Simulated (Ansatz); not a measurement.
Write a Python script for the Ansatz DFT code, driven from Python that makes a relaxed scan of one distance of ClH2SSn, SMILES [SH][SnH][Cl]. Use (for the species named): PBE0, def2-SVP basis, multiplicity 2, D4 dispersion.

`clh2ssn.xyz`
```text
5

S    -1.49250   -0.74400   -0.42290
Sn    0.42350    0.31070    0.53150
Cl    1.76440   -1.36120    1.44550
H    -1.96020    0.55840   -0.86560
H     1.31460    1.16230   -0.72980
```

`clh2ssn.py`:
```python
"""Relaxed scan of one distance in ClH2SSn."""

import ansatz as az
import numpy as np

BASIS_SET = "def2-SVP"
XC = "PBE0"
DISPERSION = "d4"

mol = az.Crystal.molecule_from_extxyz("clh2ssn.xyz")

model = (
    mol.calculation()
    .basis(gaussian=BASIS_SET)
    .functional(XC, dispersion=DISPERSION)
    .spin("collinear", total=1)
)
symbols = [site.symbol for site in mol.cartesian_sites]
pairs = [(0, 1), (0, 3), (1, 2), (1, 4)]
print("held (A)   E (eV)        ", "  ".join(f"{symbols[i]}{i}-{symbols[j]}{j}" for i, j in pairs))
for length in [1.62, 1.76, 1.9, 2.12, 2.38]:
    report = model.relax(constraints=[az.DistanceConstraint((1, 4), at=length)], force_tolerance=0.02, max_steps=60).run(threads=1, backend="cpu").report
    xyz = np.array(report["positions_ang"])
    print(f"{length:6.2f} {report['free_energy_ev']:14.5f}  ", "  ".join(f"{np.linalg.norm(xyz[i] - xyz[j]):.3f}" for i, j in pairs))
```

```console
$ python clh2ssn.py
held (A)   E (eV)         S0-Sn1  S0-H3  Sn1-Cl2  Sn1-H4
DeckWarning: relax.constraints: the input's atoms, or those drawn, lie off the distances that are held; a relaxation that starts there is brought onto them ahead of its first SCF, by positions alone, an atom by 7.18e-2 Å at the most. With the symmetry detection on, the symmetry is detected on the input's atoms as so [...]
  1.62   -29207.93677   2.440  1.354  2.368  1.620
  1.76   -29208.05162   2.441  1.354  2.368  1.760
  1.90   -29207.95330   2.443  1.353  2.369  1.900
  2.12   -29207.62675   2.444  1.353  2.372  2.120
  2.38   -29207.23494   2.444  1.353  2.379  2.380
```
(Warnings from the package without file and line, shortened, repeats left out.)

These settings explore the input space; basis and method may be short of convergence. The energies are electronic: no zero-point or thermal terms, and the basis set is short of its limit. def2 sets replace the cores of elements past krypton by effective core potentials. The species is open-shell (spin multiplicity 2). Hardware and time: 2.9 min on 1 thread of Intel(R) Xeon(R) Platinum 8375C CPU @ 2.90GHz (Ice Lake), on a shared host, peak memory 0.3 GiB.
